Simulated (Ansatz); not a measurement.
# MoClF₅: basis-set convergence

The task here is to estimate one member of a computed series from the others.

Computed with Ansatz 0.2.0, Gaussian basis. Level: one geometry, several basis sets.

The runs, in order: PBE0-D4/def2-SVP; ωB97M-V/def2-SVP; PBE0-D4/def2-QZVPP; ωB97M-V/def2-QZVPP; the functionals' def2-TZVPP values are taken from earlier runs.

### The geometry

The geometry comes from an earlier relaxation with PBE0-D4 in a triple-zeta def2 set; it is a stationary point, not always the lowest conformer. Mo takes the def2 core potential; no spin-orbit term is included.

SMILES `[F][Mo]([F])([F])([F])([F])[Cl]`, 7 atoms, charge 0, spin multiplicity 1.

Atoms are counted from 1 here; the program's logs count them from 0.

Bond lengths: F1–Mo2 1.828 Å, Mo2–F3 1.821 Å, Mo2–F4 1.821 Å, Mo2–F5 1.821 Å, Mo2–F6 1.821 Å, Mo2–Cl7 2.244 Å. Angles: F1–Mo2–F3 88.6°, F1–Mo2–F4 88.6°, F1–Mo2–F5 88.6°, F1–Mo2–F6 88.6°, F1–Mo2–Cl7 180.0°, F3–Mo2–F4 90.0°, F3–Mo2–F5 177.2°, F3–Mo2–F6 90.0°, F3–Mo2–Cl7 91.4°, F4–Mo2–F5 90.0°, F4–Mo2–F6 177.2°, F4–Mo2–Cl7 91.4°, F5–Mo2–F6 90.0°, F5–Mo2–Cl7 91.4°, F6–Mo2–Cl7 91.4°.

Set-up of the first run:

in.yaml

```yaml
crystal:
  periodic: [false, false, false]
  atoms:
    - {symbol: F, position_ang: [0.085452, -1.069115, 1.522041]}
    - {symbol: Mo, position_ang: [0.001563, -0.019578, 0.027872]}
    - {symbol: F, position_ang: [-1.815058, -0.094364, 0.131665]}
    - {symbol: F, position_ang: [0.005258, -1.534911, -0.982190]}
    - {symbol: F, position_ang: [1.822255, 0.004331, -0.003410]}
    - {symbol: F, position_ang: [0.002136, 1.444568, 1.110805]}
    - {symbol: Cl, position_ang: [-0.101607, 1.269059, -1.806783]}
basis:
  gaussian: {orbitals: def2-SVP}
hamiltonian: {xc: pbe0, dispersion: d4}
output: {orbitals: {seedname: orbitals}}
```

On the command line:

```
> ansatz run in.yaml --threads 4 --pin off --events-out ev --progress --plain --max-ram 11315MiB
```

Among the steps run: PBE0-D4 in def2-SVP; ωB97M-V in def2-SVP; PBE0-D4 in def2-QZVPP; ωB97M-V in def2-QZVPP.

One of the session's tables, all rows but one given; the rest of the session is left out.

It belongs to the step «Functionals by basis». 

```
functional       basis  HOMO (eV)  LUMO (eV)
   PBE0-D4    def2-SVP     -10.79      -5.90
   PBE0-D4  def2-TZVPP     -10.68      -5.70
   PBE0-D4  def2-QZVPP     -10.65      -5.65
   ωB97M-V    def2-SVP     -12.96      -3.83
   ωB97M-V  def2-TZVPP          ?          ?
   ωB97M-V  def2-QZVPP     -12.85      -3.59
```

**Question.** Estimate the row for ωB97M-V, def2-TZVPP.

As computed: HOMO (eV): -12.88; LUMO (eV): -3.63. In the column «HOMO (eV)» it lies between ωB97M-V, def2-SVP (-12.96) and ωB97M-V, def2-QZVPP (-12.85).
